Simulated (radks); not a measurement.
**Rh⁺ in [Ar] 3d10 4p6 4d8 5p2: an all-electron calculation**

Wanted: eigenvalues, radial structure and energy terms of the rhodium ion Rh+.

Method: scalar-relativistic Kohn-Sham, PW91, spin-polarised, spherical densities, point nucleus; open shells are filled with parallel spins first. Code: radks (a radial shooting solver on a logarithmic mesh, Libxc functionals) version 1.

## (1) The atom as given

```
element       : rhodium (Z = 45)
charge        : +1
electrons     : 44
configuration : [Ar] 3d10 4p6 4d8 5p2
```

The outer shells:

Rh⁺
```
[Ar] core
3d [↑↓][↑↓][↑↓][↑↓][↑↓]
4p [↑↓][↑↓][↑↓]
4d [↑↓][↑↓][↑↓][↑ ][↑ ]
5p [↑ ][↑ ][  ]
```

## (2) The calculation

Settings of this run:

```text
Z 45
configuration [Ar] 3d10 4p6 4d8 5p2 4s0 4f0
relativity scalar-relativistic
functional pw91,pw91
spin polarised
nucleus point
c 137.035999084
```

Launch:

```console
$ python run_ks.py task.json out
```

The same process makes all the runs of this session.

What does the calculation give?

The runs gave:

| quantity | value |
| --- | --- |
| total energy | -4778.09226 hartree |
| exchange-correlation share of it | 2.89 % |
| −T/E | 1.0356 |
| highest occupied level | 5p up, -10.128 eV |
| most extended occupied level | 5p up, <r> = 3.21 bohr |
| radius at density 0.001 e/bohr³ | 4.59 bohr |
| maxima of the radial density | 4 |

**Reading.** The radial density shows 4 maxima for 5 occupied principal shells; where shells overlap, one shows as a shoulder or not at all. Relativity lifts −T/E to 1.036. This is not the tabulated ground configuration, so its levels and sizes aren't those of the ground state, and no measured value stands beside it.
